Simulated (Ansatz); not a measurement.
**H₄O₂SiZn: a ladder of functionals and wavefunction methods**

How much do the methods differ for H₄O₂SiZn? The plan is to run it at one geometry with functionals of several rungs and with coupled cluster, and see how far each lands from CCSD(T) at the basis-set limit for the atomisation energy.

Program: Ansatz 0.2.0, Gaussian basis. Level of theory: functionals in def2-TZVPP, the program's frozen cores in correlated methods. These are calculated values, not measurements.

The runs, in order: LDA (SPW92), PBE-D4, revPBE-D4, BLYP-D4, r2SCAN-D4, B97M-V, PBE0-D4, B3LYP-D4, r2SCANh-D4, r2SCAN0-D4, HSE06-D4, BHLYP-D4, CAM-B3LYP-D4, LC-ωPBE, ωB97X-V, ωB97M-V, B2PLYP, PBE-QIDH; CCSD(T)/def2-SVP; CCSD(T)/def2-TZVPP; MP2/def2-QZVPP; extrapolation to the limit; RPA on PBE.

## 1. The geometry

The geometry comes from an earlier relaxation with PBE0-D4 in a triple-zeta def2 set; it is a stationary point, not always the lowest conformer.

SMILES `[OH][Zn][O][SiH3]`, 8 atoms, charge 0, spin multiplicity 1.

Atoms are counted from 1 here; the program's logs count them from 0.

Bond lengths: O1–Zn2 1.762 Å, O1–H5 0.959 Å, Zn2–O3 1.755 Å, O3–Si4 1.623 Å, Si4–H6 1.487 Å, Si4–H7 1.492 Å, Si4–H8 1.492 Å. Angles: Zn2–O1–H5 115.1°, O1–Zn2–O3 174.2°, Zn2–O3–Si4 142.9°, O3–Si4–H6 109.2°, O3–Si4–H7 111.7°, O3–Si4–H8 111.4°, H6–Si4–H7 108.5°, H6–Si4–H8 108.4°, H7–Si4–H8 107.4°.

## 2. LDA

This LDA is Slater exchange with PW92 correlation.

Input file in.yaml:

```yaml
crystal:
  periodic: [false, false, false]
  atoms:
    - {symbol: O, position_ang: [0.888625, 2.399323, -2.014302]}
    - {symbol: Zn, position_ang: [0.536245, 1.249397, -0.726569]}
    - {symbol: O, position_ang: [0.164025, 0.244974, 0.663004]}
    - {symbol: Si, position_ang: [-0.555054, -1.142010, 1.103113]}
    - {symbol: H, position_ang: [1.325606, 2.028161, -2.782851]}
    - {symbol: H, position_ang: [-0.536935, -1.254440, 2.585608]}
    - {symbol: H, position_ang: [-1.972309, -1.198808, 0.640064]}
    - {symbol: H, position_ang: [0.149796, -2.326577, 0.531932]}
basis:
  gaussian: {orbitals: def2-TZVPP}
hamiltonian: {xc: lda}
output: {orbitals: {seedname: orbitals}}
```

Started as:

```console
> ansatz run in.yaml --threads 4 --pin off --events-out ev --progress --plain --max-ram 10444MiB
```

The runs that follow: PBE-D4 (GGA); revPBE-D4 (GGA); BLYP-D4 (GGA); r2SCAN-D4 (meta-GGA); B97M-V (meta-GGA); B3LYP-D4 (hybrid); r2SCANh-D4 (hybrid); r2SCAN0-D4 (hybrid); HSE06-D4 (hybrid); BHLYP-D4 (hybrid); CAM-B3LYP-D4 (range-separated); LC-ωPBE (range-separated); ωB97X-V (range-separated); ωB97M-V (range-separated); B2PLYP (double hybrid); PBE-QIDH (double hybrid); CCSD(T) in def2-SVP; CCSD(T) in def2-TZVPP; MP2 in def2-QZVPP; RPA on PBE orbitals.

**Question.** What will the summary of the whole plan be? Wanted: atomisation energy, CCSD(T)/CBS; farthest beyond LDA; mean size of error, GGA; mean size of error, meta-GGA; mean size of error, hybrid; mean size of error, range-separated; mean size of error, double hybrid; gap, smallest and largest; T1 diagnostic.

The runs gave:

```
                               quantity                                      value
        atomisation energy, CCSD(T)/CBS                             599.9 kcal/mol
functionals within 3.0 kcal/mol (0.5 %)                                    ωB97X-V
                    farthest beyond LDA                  BHLYP-D4 (-31.8 kcal/mol)
                mean size of error, GGA                              14.7 kcal/mol
           mean size of error, meta-GGA                               6.4 kcal/mol
             mean size of error, hybrid                              18.2 kcal/mol
    mean size of error, range-separated                               3.9 kcal/mol
      mean size of error, double hybrid                              13.7 kcal/mol
              gap, smallest and largest  4.50 eV (LDA (SPW92)), 11.94 eV (LC-ωPBE)
                          T1 diagnostic                                     0.0164
triples share of the correlation energy                                      3.2 %
```

The LDA atomisation energy is off by 79.4 kcal/mol (13 %): it overbinds. PBE-D4 misses by -6.6 kcal/mol. Double hybrids carry the basis error of their MP2 part in triple zeta, and no dispersion term here, so their miss is partly the set-up's. By mean error the best rung here is range-separated (3.9 kcal/mol) and the worst beyond LDA is hybrid (18.2 kcal/mol). The mean of the hybrids holds BHLYP, with half exact exchange. The reference freezes the cores and leaves out relativity and excitations past (T), so misses under about 3.0 kcal/mol can't be ranked. Hartree-Fock recovers 69 % of the binding; the rest is correlation. CCSD(T) in def2-SVP is off by -54.5 kcal/mol, so the small basis spoils what the method gains. The gap grows from 4.5 to 11.9 eV across the functionals, mostly with the share of exact exchange. For Zn the d shell is correlated and the shells below it are frozen.
